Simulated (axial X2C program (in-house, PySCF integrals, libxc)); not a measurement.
# TaB⁺: bond curves with and without spin–orbit coupling

Aim: find the lowest determinant of TaB⁺, scan the bond at several levels and fit the constants, once spin-free and once with spin–orbit coupling.

Computed with an in-house X2C program for linear molecules on PySCF integrals. Level: all-electron X2C, Ta dyall-cv3z, B dyall-v3z.

All values are calculated.

### 1 Input

task.json reads:

```json
{
 "zs": [
  73,
  5
 ],
 "q": 1,
 "bas": [
  "dyall-cv3z",
  "dyall-v3z"
 ],
 "levels": [
  "PBE0",
  "HF",
  "r2SCAN"
 ],
 "cc": true,
 "r0": 2.31,
 "thr": -1.0,
 "nmax": 90,
 "npts": 10,
 "nst": 2,
 "ntry": 6
}
```

Keys: zs atomic numbers; q charge; bas basis sets; levels methods (HF also brings MP2); cc coupled cluster on or off; r0 starting distance in Å; thr threshold in hartree for freezing inner shells (an s shell follows its p shell); nmax most natural virtual spinors; npts points asked for on the curve; nst determinants followed; ntry starts of the search.

Command:

```
python so2c.py task.json out
```

Spin-free means the one-electron spin-free X2C Hamiltonian; two-component (2c) means X2C with spin–orbit coupling and atomic mean-field two-electron Coulomb and Gaunt terms. Basis: Ta dyall-cv3z contracted to [13s14p9d7f4g], B dyall-v3z contracted to [7s6p2d1f]; Gaussian nuclei, density fitting. Masses: Ta 180.948 u, B 11.009 u.

Notation: σ, π±, δ± give the projection m of an orbital's angular momentum (0, ±1, ±2), α and β its spin, Λ and M_S the sums; ω is the projection of a spinor's total angular momentum and Ω the sum. Logs are in hartree.

The results follow Hamiltonian by Hamiltonian and level by level.

### 2 Which state to follow

PBE0 moves the distance from 2.310 Å to 2.093 Å and compares determinants there.

Spin-free determinants:

```tsv
ΔE (eV)	state	open shells
0.00	M_S = 5/2, Λ = 2	beyond closed shells: 2 × σα, π+α, π-α, δ+α
0.75	M_S = 5/2, Λ = 0	beyond closed shells: σα, π+α, π-α, δ+α, δ-α
1.03	M_S = 3/2, Λ = 1	beyond closed shells: 2 × σα, π+α, π+β, π-α
1.03	M_S = 3/2, Λ = 0	beyond closed shells: σα, π+α, π-α
1.17	M_S = 3/2, Λ = 2	beyond closed shells: π+α, π-α, δ+α
1.27	M_S = 3/2, Λ = 2	beyond closed shells: 2 × σα, π+α, π-β, δ+α
1.30	M_S = 3/2, Λ = 1	beyond closed shells: σα, π+α, π-α, π-β, δ+α
```

Two-component determinants:

```tsv
ΔE (eV)	state	open shells
0.00	Ω = 1/2	excess of +ω over −ω: ω = 1/2
0.48	Ω = 9/2	excess of +ω over −ω: ω = 1/2, ω = 3/2, ω = 5/2
0.99	Ω = 5/2	excess of +ω over −ω: ω = 5/2
1.12	Ω = 1/2	excess of +ω over −ω: 2 × ω = -1/2, ω = 3/2
1.18	Ω = 5/2	excess of +ω over −ω: 2 × ω = 1/2, ω = 3/2
1.25	Ω = 3/2	excess of +ω over −ω: ω = 3/2
1.26	Ω = 5/2	excess of +ω over −ω: ω = -1/2, 2 × ω = 3/2
```

### 3 PBE0, spin-free

State followed: M_S = 5/2, Λ = 2 (beyond closed shells: 2 × σα, π+α, π-α, δ+α). The scan is laid around 2.093 Å, a first estimate of the minimum, and this SCF restarts from the orbitals of the search.

Output at 2.093 Å:

```text
spin-free X2C-1e  PBE0
basis functions 227  fitting functions 1170  grid points 5079
iter        total energy     max residual
   1     -15629.663707626     7.21e-06
   2     -15629.663707627     1.40e-05
converged
one-electron -21614.43534646  Coulomb 6216.84888081  exact exchange -79.80738005  xc functional -244.55351314  nuclear repulsion 92.28365121
```

Along the bond, energies from the lowest point:

```csv
R (Å),E (eV),μ (D),HOMO (eV),LUMO (eV),iterations
1.821,0.8682,-0.80,-12.25,-9.56,12
1.905,0.3637,-0.78,-12.32,-9.49,12
1.967,0.1451,-0.72,-12.33,-9.43,12
2.030,0.0316,-0.64,-12.27,-9.37,12
2.093,0.0000,-0.53,-12.21,-9.32,2
2.166,0.0408,-0.37,-12.14,-9.25,13
2.240,0.1419,-0.18,-12.06,-9.17,13
2.334,0.3297,0.10,-11.96,-9.07,13
2.449,0.6063,0.49,-11.83,-8.95,13
2.616,1.0316,1.12,-11.60,-8.77,14
```

Dipoles are positive if B is the positive end and refer to the centre of mass.

Outer orbitals at the reference distance:

| symmetry | occupied | ε (eV) | atomic character |
| --- | --- | --- | --- |
| φ+α | yes | -35.34 | 100% Ta f |
| δ+α | yes | -35.25 | 100% Ta f |
| φ-α | yes | -35.24 | 100% Ta f |
| δ-α | yes | -35.21 | 100% Ta f |
| π+α | yes | -35.19 | 100% Ta f |
| π-α | yes | -35.18 | 100% Ta f |
| σα | yes | -35.17 | 100% Ta f |
| φ+β | yes | -35.06 | 100% Ta f |
| φ-β | yes | -35.06 | 100% Ta f |
| δ+β | yes | -34.96 | 100% Ta f |
| δ-β | yes | -34.96 | 100% Ta f |
| π-β | yes | -34.90 | 100% Ta f |
| π+β | yes | -34.90 | 100% Ta f |
| σβ | yes | -34.89 | 100% Ta f |
| σα | yes | -18.38 | 54% B s, 18% Ta d, 14% Ta s |
| σβ | yes | -16.10 | 50% B s, 18% Ta d, 14% Ta s |
| π+α | yes | -12.90 | 66% Ta d, 28% B p, 3% B d |
| σα | yes | -12.82 | 53% B p, 27% Ta d, 10% B s |
| π-α | yes | -12.82 | 64% Ta d, 30% B p, 2% B d |
| σα | yes | -12.33 | 50% Ta s, 32% Ta d, 11% B p |
| δ+α | yes | -12.21 | 99% Ta d |
| δ-α | no | -9.32 | 99% Ta d |
| π-β | no | -8.62 | 55% Ta d, 39% B p, 2% Ta p |
| π+β | no | -8.62 | 55% Ta d, 39% B p, 2% Ta p |
| σβ | no | -8.18 | 47% Ta s, 25% B p, 16% Ta p |

PBE0 fields in the half plane through the axis: z from -2.4 to 4.2 Å across, distance from the axis 0.15 to 2.25 Å upwards; Ta lies at z = 0 and B at z = 2.093 Å; the ELF is damped to zero where the density is low.

log10 density (e/bohr³). Ten even steps from '0' (-4.82 ) to '9' (1.79 ):
```
00112222222222222111000
01122333333333222221110
11223334443333333322211
12233444444444444333221
12234455555444444443321
12334556665555555444322
22344567776555555544332
22345678987655686554332
```

ELF. Ten even steps from '0' (0.00 ) to '9' (1.00 ):
```
00001122221110000000000
00012334332222111100000
00012344433344333442100
00112333333456666776410
00112233332367778898840
00111245553368878999972
00012364345368303999984
00012555255368091899995
```

Re = 2.091 Å, ωe = 646 cm⁻¹, ωexe = 3.89 cm⁻¹, Be = 0.3717 cm⁻¹, De = 3.43 eV, μ = -0.53 D.

### 4 HF, spin-free

Output at 2.093 Å:

```text
spin-free X2C-1e  HF
basis functions 227  fitting functions 1170  grid points 5079
iter        total energy     max residual
   1     -15624.532334629     6.10e-01
   2     -15624.574518428     2.60e-02
   3     -15624.575456520     3.11e-02
   4     -15624.579559413     4.40e-03
   5     -15624.580166681     3.97e-03
   6     -15624.580608487     2.74e-03
   7     -15624.580855382     2.04e-03
   8     -15624.581004088     1.02e-03
   9     -15624.581051563     4.37e-04
  10     -15624.581064323     2.10e-04
  11     -15624.581067620     1.46e-04
  12     -15624.581068882     1.01e-04
  13     -15624.581069243     7.85e-05
  14     -15624.581069499     4.70e-05
  15     -15624.581069655     1.75e-05
  16     -15624.581069688     5.52e-06
  17     -15624.581069692     2.32e-06
  18     -15624.581069693     1.24e-06
converged
one-electron -21617.79423234  Coulomb 6220.41551922  exact exchange -319.48600778  xc functional 0.00000000  nuclear repulsion 92.28365121
```

Re = 2.160 Å, ωe = 499 cm⁻¹, ωexe = 8.15 cm⁻¹, Be = 0.3482 cm⁻¹, De = 1.65 eV, μ = -0.71 D.

### 5 r2SCAN, spin-free

Output at 2.093 Å:

```text
spin-free X2C-1e  r2SCAN
basis functions 227  fitting functions 1170  grid points 5079
iter        total energy     max residual
   1     -15630.008162463     2.19e-01
   2     -15630.012332083     1.08e-02
   3     -15630.011350851     1.80e-02
   4     -15630.012747015     1.92e-03
   5     -15630.012679089     2.73e-03
   6     -15630.012798568     1.92e-04
   7     -15630.012799209     1.22e-04
   8     -15630.012799632     5.33e-05
   9     -15630.012799673     7.90e-06
  10     -15630.012799675     1.66e-06
converged
one-electron -21613.78809905  Coulomb 6216.19686487  exact exchange 0.00000000  xc functional -324.70521671  nuclear repulsion 92.28365121
```

Re = 2.094 Å, ωe = 643 cm⁻¹, ωexe = 3.8 cm⁻¹, Be = 0.3705 cm⁻¹, De = 3.44 eV, μ = -0.43 D.

### 6 Correlated methods, spin-free

Correlated methods: 7 electrons correlated (frozen shells, counted by type: Ta 5 s, 4 p, 2 d, 1 f; B 1 s), 295 virtual spinors in MP2, 90 natural virtuals in coupled cluster.

Output of the correlated part at 2.093 Å:

```text
correlated 7  virtual 295  natural virtual 90  E(MP2) -0.115398381  MP2 remainder -0.001998603
iter   CCSD correlation   residual
   1     -0.126553713   1.19e-01
   2     -0.133785012   5.94e-02
   3     -0.135645242   2.75e-02
   4     -0.136432724   1.44e-02
   5     -0.136706204   5.87e-03
   6     -0.136726128   2.30e-03
   7     -0.136745616   8.51e-04
   8     -0.136745689   2.91e-04
   9     -0.136745301   1.29e-04
  10     -0.136745614   6.02e-05
  11     -0.136745935   2.73e-05
  12     -0.136746023   9.39e-06
  13     -0.136746061   4.03e-06
  14     -0.136746082   2.06e-06
  15     -0.136746119   1.10e-06
  16     -0.136746147   5.62e-07
  17     -0.136746159   2.39e-07
(T) -0.007588030  T1 0.0624  D1 0.1058  max T2 0.085
```

T1 in the output is the amplitude norm over the root of the electron number; divide by √2 for the Lee–Taylor value.

MP2: Re = 2.064 Å, ωe = 710 cm⁻¹, Be = 0.3814 cm⁻¹, De = 2.83 eV.

CCSD: Re = 2.116 Å, ωe = 625 cm⁻¹, ωexe = 3.72 cm⁻¹, Be = 0.3627 cm⁻¹, De = 2.77 eV. T1 at Re = 0.046 (Lee–Taylor, the printed value over √2).

CCSD(T): Re = 2.115 Å, ωe = 631 cm⁻¹, ωexe = 3.39 cm⁻¹, Be = 0.3631 cm⁻¹, De = 2.93 eV. T1 at Re = 0.046 (Lee–Taylor, the printed value over √2).

### 7 A higher determinant, spin-free

State: M_S = 5/2, Λ = 0 (beyond closed shells: σα, π+α, π-α, δ+α, δ-α).

Output at the reference distance:

```text
spin-free X2C-1e  PBE0
basis functions 227  fitting functions 1170  grid points 5079
iter        total energy     max residual
   1     -15629.636220013     6.33e-06
   2     -15629.636220014     4.99e-06
converged
one-electron -21617.36532955  Coulomb 6219.87616249  exact exchange -79.82307566  xc functional -244.60762850  nuclear repulsion 92.28365121
```

```csv
R (Å),E above the lowest PBE0 point (eV)
1.821,1.579
1.905,1.126
1.967,0.918
2.030,0.797
2.093,0.748
2.166,0.764
2.240,0.840
2.334,0.999
2.449,1.248
```

Re = 2.112 Å, ωe = 601 cm⁻¹, Be = 0.364 cm⁻¹, μ = -1.16 D. Te = 0.75 eV. As a difference of two determinants it need not be a gap between pure terms.

### 8 The spin-free curves together

Energy (eV) of the followed determinant, spin-free, from each level's lowest point:

```csv
R (Å),PBE0,HF,MP2,CCSD,CCSD(T),r2SCAN
1.821,0.868,1.067,0.808,n/a,n/a,0.884
1.905,0.364,0.516,0.302,0.451,0.454,0.374
1.967,0.145,0.260,0.095,0.201,0.202,0.152
2.030,0.032,0.104,0.004,0.058,0.058,0.035
2.093,0.000,0.024,0.000,0.000,0.000,0.000
2.166,0.041,0.000,0.078,0.013,0.015,0.037
2.240,0.142,0.025,0.217,0.091,0.095,0.135
2.334,0.330,0.100,0.445,0.253,0.263,0.319
2.449,0.606,0.219,0.738,n/a,n/a,0.594
2.616,1.032,0.403,1.119,n/a,n/a,1.019
```

### 9 PBE0, 2c

State followed: Ω = 1/2 (excess of +ω over −ω: ω = 1/2). The scan is laid around 2.093 Å, a first estimate of the minimum, and this SCF restarts from the orbitals of the search.

Output at 2.093 Å:

```text
two-component X2C + atomic mean field  PBE0
basis functions 227  fitting functions 1170  grid points 5079
iter        total energy     max residual
   1     -15627.928076391     5.85e-06
   2     -15627.928076395     7.22e-06
   3     -15627.928076396     3.45e-06
converged
one-electron -21596.92600208  Coulomb 6214.34327853  exact exchange -79.77735758  xc functional -244.50371037  nuclear repulsion 92.28365121  atomic mean-field constant -13.34793612
```

Along the bond, energies from the lowest point:

```csv
R (Å),E (eV),μ (D),HOMO (eV),LUMO (eV),iterations
1.821,1.2114,-1.22,-11.80,-9.48,50
1.905,0.3473,-0.82,-12.29,-9.24,16
1.967,0.1365,-0.75,-12.32,-9.18,14
2.030,0.0282,-0.67,-12.33,-9.13,14
2.093,0.0000,-0.56,-12.31,-9.07,3
2.166,0.0434,-0.40,-12.25,-9.00,14
2.240,0.1459,-0.21,-12.16,-8.92,13
2.334,0.3346,0.07,-12.02,-8.82,13
2.449,0.6116,0.45,-11.77,-8.70,14
2.616,1.0369,1.07,-11.47,-8.52,14
```

Dipoles are positive if B is the positive end and refer to the centre of mass.

Outer spinors at the reference distance:

```tsv
ω	occupied	ε (eV)	atomic character	λ mixture
7/2	yes	-34.41	100% Ta f	100% φ
5/2	yes	-34.35	100% Ta f	84% δ, 16% φ
3/2	yes	-34.27	100% Ta f	66% π, 34% δ
-7/2	yes	-34.22	100% Ta f	100% φ
1/2	yes	-34.21	100% Ta f	50% σ, 50% π
-5/2	yes	-34.17	100% Ta f	89% δ, 11% φ
-1/2	yes	-34.17	100% Ta f	64% σ, 36% π
-3/2	yes	-34.15	100% Ta f	78% π, 22% δ
1/2	yes	-18.34	54% B s, 18% Ta d, 14% Ta s	100% σ
-1/2	yes	-16.09	50% B s, 18% Ta d, 14% Ta s	100% σ
-1/2	yes	-12.95	66% Ta d, 27% B p, 3% B d	99% π, 1% σ
1/2	yes	-12.79	52% B p, 28% Ta d, 10% B s	99% σ, 1% π
3/2	yes	-12.70	63% Ta d, 31% B p, 2% B d	100% π
-3/2	yes	-12.43	99% Ta d	98% δ, 2% π
1/2	yes	-12.31	51% Ta s, 31% Ta d, 12% B p	99% σ, 1% π
5/2	no	-9.07	99% Ta d	100% δ
1/2	no	-8.65	55% Ta d, 38% B p, 2% Ta p	99% π, 1% σ
-3/2	no	-8.53	54% Ta d, 39% B p, 2% Ta p	99% π, 1% δ
-1/2	no	-8.21	46% Ta s, 24% B p, 18% Ta p	97% σ, 3% π
```

PBE0 fields in the half plane through the axis: z from -2.4 to 4.2 Å across, distance from the axis 0.15 to 2.25 Å upwards; Ta lies at z = 0 and B at z = 2.093 Å; the ELF is damped to zero where the density is low.

log10 density (e/bohr³). Ten even steps from ' ' (-4.82 ) to '@' (1.79 ):
```
    ....::::::::::::::::::::::::::......      
  ....::::------------------::::::::::......  
....::::------======----------------::::::....
..::::----========================------::::..
..::::--====++++++++++================----::..
..::----==++++******++++++++++++++======--::::
::::--====++**######**++++++++++++++====----::
::::--==++**##%%@@%%##**++++**%%**++++==----::
```

ELF. Ten even steps from '0' (0.00 ) to '9' (1.00 ):
```
00001122221110000000000
00012333332222111100000
00012344433344333442100
00112333333456666776410
00112233332367778898840
00111245553368878999972
00012354345368303999984
00012555255367091899995
```

No constants are quoted: the points don't follow one smooth fit.

### 10 HF, 2c

The SCF at the reference distance of 2.093 Å:

```text
two-component X2C + atomic mean field  HF
basis functions 227  fitting functions 1170  grid points 5079
iter        total energy     max residual
   1     -15622.756438755     6.11e-01
   2     -15622.799119688     2.58e-02
   3     -15622.800140263     3.11e-02
   4     -15622.804256635     4.33e-03
   5     -15622.804884010     3.89e-03
   6     -15622.805335269     2.66e-03
   7     -15622.805584778     1.98e-03
   8     -15622.805736195     1.02e-03
   9     -15622.805791291     4.50e-04
  10     -15622.805808674     2.21e-04
  11     -15622.805814291     1.55e-04
  12     -15622.805816683     1.03e-04
  13     -15622.805817463     7.51e-05
  14     -15622.805817893     3.90e-05
  15     -15622.805818082     1.49e-05
  16     -15622.805818115     6.48e-06
  17     -15622.805818122     3.71e-06
  18     -15622.805818124     2.59e-06
converged
one-electron -21600.22044041  Coulomb 6217.84605431  exact exchange -319.36714712  xc functional 0.00000000  nuclear repulsion 92.28365121  atomic mean-field constant -13.34793612
```

Re = 2.156 Å, ωe = 506 cm⁻¹, ωexe = 8.3 cm⁻¹, Be = 0.3495 cm⁻¹, De = 1.61 eV, μ = -0.80 D.

### 11 r2SCAN, 2c

Output at 2.093 Å:

```text
two-component X2C + atomic mean field  r2SCAN
basis functions 227  fitting functions 1170  grid points 5079
iter        total energy     max residual
   1     -15628.226867760     2.19e-01
   2     -15628.231580353     1.10e-02
   3     -15628.230512731     1.83e-02
   4     -15628.232001639     2.14e-03
   5     -15628.231953474     2.65e-03
   6     -15628.232066781     1.87e-04
   7     -15628.232067370     1.06e-04
   8     -15628.232067709     4.86e-05
   9     -15628.232067741     9.02e-06
  10     -15628.232067743     1.63e-06
  11     -15628.232067743     2.27e-07
converged
one-electron -21596.25577874  Coulomb 6213.66922767  exact exchange 0.00000000  xc functional -324.58123177  nuclear repulsion 92.28365121  atomic mean-field constant -13.34793612
```

No constants are quoted: the dipole of the solution doesn't run smoothly along the scan, a sign that its character may change, so the fit is set aside.

### 12 Correlated methods, 2c

Correlated methods: 7 electrons correlated (frozen shells, counted by type: Ta 5 s, 4 p, 2 d, 1 f; B 1 s), 295 virtual spinors in MP2, 90 natural virtuals in coupled cluster.

Output of the correlated part at 2.093 Å:

```text
correlated 7  virtual 295  natural virtual 90  E(MP2) -0.115623485  MP2 remainder -0.002120876
iter   CCSD correlation   residual
   1     -0.126612510   1.18e-01
   2     -0.133802409   5.93e-02
   3     -0.135675605   2.77e-02
   4     -0.136471788   1.47e-02
   5     -0.136756032   6.09e-03
   6     -0.136778663   2.46e-03
   7     -0.136800710   9.78e-04
   8     -0.136800439   4.01e-04
   9     -0.136799969   2.17e-04
  10     -0.136800204   1.13e-04
  11     -0.136800696   5.66e-05
  12     -0.136800903   2.65e-05
  13     -0.136801020   1.57e-05
  14     -0.136801098   8.86e-06
  15     -0.136801196   4.53e-06
  16     -0.136801257   2.27e-06
  17     -0.136801293   1.13e-06
  18     -0.136801301   5.84e-07
(T) -0.007599118  T1 0.0626  D1 0.1054  max T2 0.085
```

MP2: Re = 2.062 Å, ωe = 702 cm⁻¹, Be = 0.3821 cm⁻¹, De = 2.78 eV.

CCSD: Re = 2.113 Å, ωe = 622 cm⁻¹, ωexe = 3.64 cm⁻¹, Be = 0.3637 cm⁻¹, De = 2.70 eV. T1 at Re = 0.046 (Lee–Taylor, the printed value over √2).

CCSD(T): Re = 2.112 Å, ωe = 629 cm⁻¹, ωexe = 3.33 cm⁻¹, Be = 0.3641 cm⁻¹, De = 2.86 eV. T1 at Re = 0.046 (Lee–Taylor, the printed value over √2).

### 13 A higher determinant, 2c

State: Ω = 9/2 (excess of +ω over −ω: ω = 1/2, ω = 3/2, ω = 5/2).

Output at the reference distance:

```text
two-component X2C + atomic mean field  PBE0
basis functions 227  fitting functions 1170  grid points 5079
iter        total energy     max residual
   1     -15627.910460652     4.18e-06
   2     -15627.910460653     9.10e-06
converged
one-electron -21596.54088744  Coulomb 6213.97003749  exact exchange -79.77680243  xc functional -244.49852337  nuclear repulsion 92.28365121  atomic mean-field constant -13.34793612
```

```csv
R (Å),E above the lowest PBE0 point (eV)
1.821,1.333
1.905,0.836
1.967,0.621
2.030,0.510
2.093,0.479
2.166,0.521
2.240,0.622
2.334,0.809
2.449,1.083
```

Re = 2.090 Å, ωe = 644 cm⁻¹, ωexe = 3.9 cm⁻¹, Be = 0.372 cm⁻¹, μ = -0.48 D.

### 14 The 2c curves together

Energy (eV) of the followed determinant, 2c, from each level's lowest point:

```csv
R (Å),PBE0,HF,MP2,CCSD,CCSD(T),r2SCAN (dipole not smooth)
1.821,1.211,1.043,0.780,n/a,n/a,1.246
1.905,0.347,0.501,0.289,0.433,0.435,0.365
1.967,0.137,0.250,0.089,0.191,0.192,0.147
2.030,0.028,0.098,0.001,0.054,0.054,0.033
2.093,0.000,0.021,0.000,0.000,0.000,0.000
2.166,0.043,0.000,0.079,0.016,0.018,0.039
2.240,0.146,0.028,0.218,0.095,0.099,0.138
2.334,0.335,0.107,0.448,0.259,0.269,0.323
2.449,0.612,0.229,0.747,n/a,n/a,0.599
2.616,1.037,0.415,1.131,n/a,n/a,1.025
```

Time for the job: 5.2 min (1 thread of Intel Xeon Platinum 8488C (Sapphire Rapids), shared host); peak memory 0.55 GiB.

### 15 Results

Lowest determinant that the search found at its distance, spin-free: M_S = 5/2, Λ = 2 (beyond closed shells: 2 × σα, π+α, π-α, δ+α).

Lowest determinant that the search found at its distance, 2c: Ω = 1/2 (excess of +ω over −ω: ω = 1/2).

```csv
Hamiltonian,level,Re (Å),ωe (cm⁻¹),De (eV),μ (D)
spin-free,PBE0,2.091,646,3.43,-0.53
spin-free,HF,2.160,499,1.65,-0.71
spin-free,MP2,2.064,710,2.83,n/a
spin-free,CCSD,2.116,625,2.77,n/a
spin-free,CCSD(T),2.115,631,2.93,n/a
spin-free,r2SCAN,2.094,643,3.44,-0.43
2c,HF,2.156,506,1.61,-0.80
2c,MP2,2.062,702,2.78,n/a
2c,CCSD,2.113,622,2.70,n/a
2c,CCSD(T),2.112,629,2.86,n/a
```

Dipoles are positive if B is the positive end and refer to the centre of mass. No constants: 2c PBE0 (the points don't follow one smooth fit); 2c r2SCAN (the dipole of the solution doesn't run smoothly along the scan, a sign that its character may change, so the fit is set aside).

Time per point (s) on 1 thread of Intel Xeon Platinum 8488C (Sapphire Rapids), shared host (2c runs; CCSD comes with the CCSD(T) run); the times are rough: HF 1.4, MP2 1.5, CCSD(T) 5.8.

In words: At CCSD(T), going from spin-free to two-component changes Re by -3 mÅ, ωe by -0.4 %; the spin-free picture holds up (part of it comes from the scalar share of the two-electron terms). De moves by -0.06 eV; both De rest on single-determinant atoms, which can miss part of an open shell's spin–orbit lowering.

De refers to Ta+ + B, each in the lowest determinant found, which need not be this curve's own limit. The state is a single determinant with fixed occupations, the lowest that a limited PBE0 search found. Dissociation energies refer to the lowest single-determinant-based atoms at the same level and basis. Coupled cluster ran in a truncated set of natural virtual spinors; the MP2 energy of the rest was added. The meta-GGAs lack a current-density term, which matters for open shells with orbital currents, atoms included. With several unpaired electrons one determinant need not be a pure state. With the outer-core shells frozen, correlated bond lengths of heavy atoms tend to come out a few hundredths of an ångström too long. T1 at Re is 0.046 (Lee–Taylor), above the customary mark of 0.02.
